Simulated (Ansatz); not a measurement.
# C₄H₉Br: how energies converge with the basis set

The task here is to estimate one member of a computed series from the others.

Method: one geometry, several basis sets; program: Ansatz 0.2.0, Gaussian basis.

Levels to be run: PBE0-D4/def2-SVP; ωB97M-V/def2-SVP; PBE0-D4/def2-QZVPP; ωB97M-V/def2-QZVPP; the functionals' def2-TZVPP values are taken from earlier runs.

### The geometry

An earlier PBE0-D4 in a triple-zeta def2 set relaxation fixed the geometry.

SMILES `CCCCBr`, 14 atoms, charge 0, spin multiplicity 1.

Atoms are counted from 1 here; the program's logs count them from 0.

Bond lengths: C1–C2 1.518 Å, C1–H6 1.094 Å, C1–H7 1.094 Å, C1–H8 1.092 Å, C2–C3 1.519 Å, C2–H9 1.094 Å, C2–H10 1.096 Å, C3–C4 1.509 Å, C3–H11 1.095 Å, C3–H12 1.099 Å, C4–Br5 1.953 Å, C4–H13 1.089 Å, C4–H14 1.088 Å. Angles: C2–C1–H6 111.4°, C2–C1–H7 111.1°, C2–C1–H8 111.4°, H6–C1–H7 107.5°, H6–C1–H8 107.7°, H7–C1–H8 107.6°, C1–C2–C3 112.5°, C1–C2–H9 109.9°, C1–C2–H10 109.8°, C3–C2–H9 109.1°, C3–C2–H10 109.1°, H9–C2–H10 106.3°, C2–C3–C4 114.6°, C2–C3–H11 110.1°, C2–C3–H12 109.3°, C4–C3–H11 109.4°, C4–C3–H12 106.7°, H11–C3–H12 106.3° and more.

Set-up of the first run:

The input, in.yaml:

```yaml
crystal:
  periodic: [false, false, false]
  atoms:
    - {symbol: C, position_ang: [-1.510931, 0.755721, 1.005839]}
    - {symbol: C, position_ang: [-0.648241, 0.369583, -0.182355]}
    - {symbol: C, position_ang: [0.574340, -0.434495, 0.224295]}
    - {symbol: C, position_ang: [1.450763, -0.870738, -0.923751]}
    - {symbol: Br, position_ang: [2.305711, 0.635428, -1.826995]}
    - {symbol: H, position_ang: [-1.868968, -0.127823, 1.542041]}
    - {symbol: H, position_ang: [-0.949412, 1.367771, 1.717078]}
    - {symbol: H, position_ang: [-2.384901, 1.330696, 0.692918]}
    - {symbol: H, position_ang: [-0.324669, 1.268558, -0.715112]}
    - {symbol: H, position_ang: [-1.239777, -0.214441, -0.897101]}
    - {symbol: H, position_ang: [1.173467, 0.130422, 0.945840]}
    - {symbol: H, position_ang: [0.251579, -1.349271, 0.740016]}
    - {symbol: H, position_ang: [0.885794, -1.387032, -1.699039]}
    - {symbol: H, position_ang: [2.272344, -1.503478, -0.594972]}
basis:
  gaussian: {orbitals: def2-SVP}
hamiltonian: {xc: pbe0, dispersion: d4}
output: {orbitals: {seedname: orbitals}}
```

Started as:

```console
> ansatz run in.yaml --threads 2 --pin off --events-out ev --progress --plain --max-ram 32768MiB --backend cpu
```

Steps of the session up to this table: PBE0-D4 in def2-SVP; ωB97M-V in def2-SVP; PBE0-D4 in def2-QZVPP; ωB97M-V in def2-QZVPP.

One table of the session follows, with a row left open; its other results are not shown here.

It belongs to the step «Density functionals: the series». 

```
functional       basis  HOMO (eV)  LUMO (eV)
   PBE0-D4    def2-SVP      -7.63       0.48
   PBE0-D4  def2-TZVPP      -7.76       0.21
   PBE0-D4  def2-QZVPP      -7.78       0.04
   ωB97M-V    def2-SVP      -9.88       2.63
   ωB97M-V  def2-TZVPP          ?          ?
   ωB97M-V  def2-QZVPP     -10.05       1.71
```

Q: Estimate the row for ωB97M-V, def2-TZVPP from the others.

As computed: HOMO (eV): -10.03; LUMO (eV): 2.19. In the column «HOMO (eV)» it lies between ωB97M-V, def2-QZVPP (-10.05) and ωB97M-V, def2-SVP (-9.88).
